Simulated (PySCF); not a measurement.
# Ga4Se4Cl4: magnetic properties

Aim: compute the magnetic properties of Ga4Se4Cl4.

Programs: PySCF 2.14.0, with routines of our own; each step states its level. All values are computed. Atoms count from 0.

## 1. The system as given

12 atoms, charge 0, multiplicity 1; geometry from: GFN2-xTB.

## 2. Magnetic properties: GIAO KT3/def2-SVP

Job settings and geometry (Å):

```
{"job": {"kind": "mag", "xc": "KT3", "basis": "def2-SVP"}, "charge": 0, "multiplicity": 1}
Ga     0.399550     1.943710     0.374560
Cl     0.797170     3.939230     0.757960
Se     0.726320     1.095700    -2.061330
Ga     1.666310    -0.907120    -0.691660
Cl     3.373340    -1.835030    -1.405560
Se     1.772870     0.162110     1.675400
Ga    -0.601770    -0.904250     1.702940
Cl    -1.206370    -1.835370     3.449930
Se    -2.017710     1.095650     0.840010
Ga    -1.463560    -0.133010    -1.385220
Cl    -2.964460    -0.268040    -2.803300
Se    -0.481690    -2.353570    -0.453730
```

With the program's defaults for keys left out, this is: GIAO KT3/def2-SVP magnetisability, rotational g tensor and spin-rotation constants, non-relativistic, gas phase.

On the command line:

```
OMP_NUM_THREADS=1 python excited_run.py task.json out
```

The driver reads the jobs from task.json and runs them one after another.

What it wrote:

```text
coarse grid: 84256 points
cycle   1  E = -19222.0594656165  dE = -4.244e+00  |g| = 8.823e-01  |ddm| = 5.063e+00
cycle   2  E = -19221.4004890506  dE =  6.590e-01  |g| = 1.856e+00  |ddm| = 3.560e+00
cycle   3  E = -19222.2343450870  dE = -8.339e-01  |g| = 2.548e-01  |ddm| = 2.489e+00
cycle   4  E = -19222.2516511483  dE = -1.731e-02  |g| = 5.225e-02  |ddm| = 3.837e-01
cycle   5  E = -19222.2524683018  dE = -8.172e-04  |g| = 1.351e-02  |ddm| = 7.802e-02
cycle   6  E = -19222.2525073282  dE = -3.903e-05  |g| = 5.188e-03  |ddm| = 2.433e-02
cycle   7  E = -19222.2525137892  dE = -6.461e-06  |g| = 1.189e-03  |ddm| = 8.862e-03
final grid: 152440 points
cycle   8  E = -19222.2527181432  dE =  1.878e-06  |g| = 2.689e-03  |ddm| = 7.775e-03
cycle   9  E = -19222.2527038761  dE =  1.427e-05  |g| = 6.712e-03  |ddm| = 1.687e-02
cycle  10  E = -19222.2527206296  dE = -1.675e-05  |g| = 7.590e-04  |ddm| = 1.257e-02
cycle  11  E = -19222.2527208265  dE = -1.969e-07  |g| = 5.201e-05  |ddm| = 1.309e-03
cycle  12  E = -19222.2527208269  dE = -4.293e-10  |g| = 1.021e-05  |ddm| = 5.965e-05
converged SCF energy = -19222.2527208269

Magnetisability tensor (1e-30 J/T^2)
    -4200.96        0.53       -0.27
        0.53    -4201.79        0.19
       -0.27        0.19    -4201.64
isotropic -4201.46   principal values   -4202.21  -4201.51  -4200.67
isotropic susceptibility -253.018 1e-6 cm^3/mol

Inertial axes            a          b          c
rot. const./GHz      0.1411     0.1411     0.1410
chi total          -253.018   -253.018   -253.018
chi diamagnetic   -7283.151  -7283.151  -7283.151
chi paramagnetic   7030.133   7030.133   7030.133
quadrupole/D A        0.000      0.000      0.000
g nuclear            0.4604     0.4603     0.4601
g electronic        -0.4660    -0.4659    -0.4657
g total             -0.0056    -0.0056    -0.0056

Spin-rotation constants (kHz, H = +C I.J)
atom  isotope        aa         bb         cc
  0   69Ga        0.205      0.205      0.205
  1   35Cl        0.025      0.025      0.025
  3   69Ga        0.205      0.205      0.205
  4   35Cl        0.025      0.025      0.025
  6   69Ga        0.205      0.205      0.205
  7   35Cl        0.025      0.025      0.025
  9   69Ga        0.205      0.205      0.205
 10   35Cl        0.025      0.025      0.025
  2   77Se*       0.296      0.296      0.332
* in the singly substituted isotopologue
```

Wall time 14 min (1 thread of Intel Xeon at 2.50GHz, shared host); peak memory 2.2 GiB.

In short:

```tsv
quantity	value
magnetisability	-4201·10⁻³⁰ J/T²
molar susceptibility	-253.0·10⁻⁶ cm³/mol
rotational g (a, b, c)	-0.0056, -0.0056, -0.0056
```

## 3. Outcome

| quantity | value |
| --- | --- |
| magnetisability (step 2, GIAO KT3/def2-SVP) | -4201·10⁻³⁰ J/T² |
| molar susceptibility (step 2, GIAO KT3/def2-SVP) | -253.0·10⁻⁶ cm³/mol |
| rotational g (a, b, c) (step 2, GIAO KT3/def2-SVP) | -0.0056, -0.0056, -0.0056 |

In words: Steps that list no spin-orbit terms leave them out, which matters at and beside the heavy atoms. The geometry comes from tight binding, which is rough for metal atoms, and these values hang on it. Vibrational averaging and real surroundings are missing from these values.
